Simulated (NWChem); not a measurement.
# doublet SiSe+: UPBE/aug-cc-pVTZ

Wanted: a single-point energy of doublet SiSe+. 

Program for the calculation: NWChem 7.3.0.

2 further runs of the same task are left out: 2 set aside as unsound or not needed. Runs told in other sessions of the task aren't counted.

## Step 1: The molecule

The species is SiSe+ (2 atoms), meant as a doublet with charge +1. SMILES of the parent species: `[Si][Se]`. The shape is that of a PBE0-D4/def2-TZVP optimisation. That shape belongs to the parent species and isn't relaxed for this state.

Bond lengths: Si1–Se2 2.062 Å.

## Step 2: A single-point energy at UPBE/aug-cc-pVTZ

Input file work.nw:

```
start work
memory stack 880 mb heap 220 mb global 1100 mb
charge 1
geometry units angstrom noautosym nocenter noautoz
   Si       0.000000       0.000000       0.031440
   Se       0.000000       0.000000       2.093090
end
basis spherical bse
   Si library aug-cc-pVTZ
   Se library aug-cc-pVTZ
end
dft
   xc xpbe96 cpbe96
   mult 2
   grid fine
   convergence energy 1e-08
   iterations 100
   mulliken
end
task dft
```

On the command line:

```bash
$ nwchem work.nw > work.out
```

**Question.** What will come out? Wanted: total energy; HOMO energy; LUMO energy; ⟨S²⟩.

Answer, from the run:

Level: UPBE/aug-cc-pVTZ.

| quantity | value |
| --- | --- |
| total energy | -2690.24261 Eh |
| HOMO energy (highest over α and β) | -13.44 eV |
| LUMO energy (lowest over α and β) | -13.15 eV |
| ⟨S²⟩ | 0.756 |

The run may have ended on a state above the lowest. The SCF solution is unstable: a lower one exists.
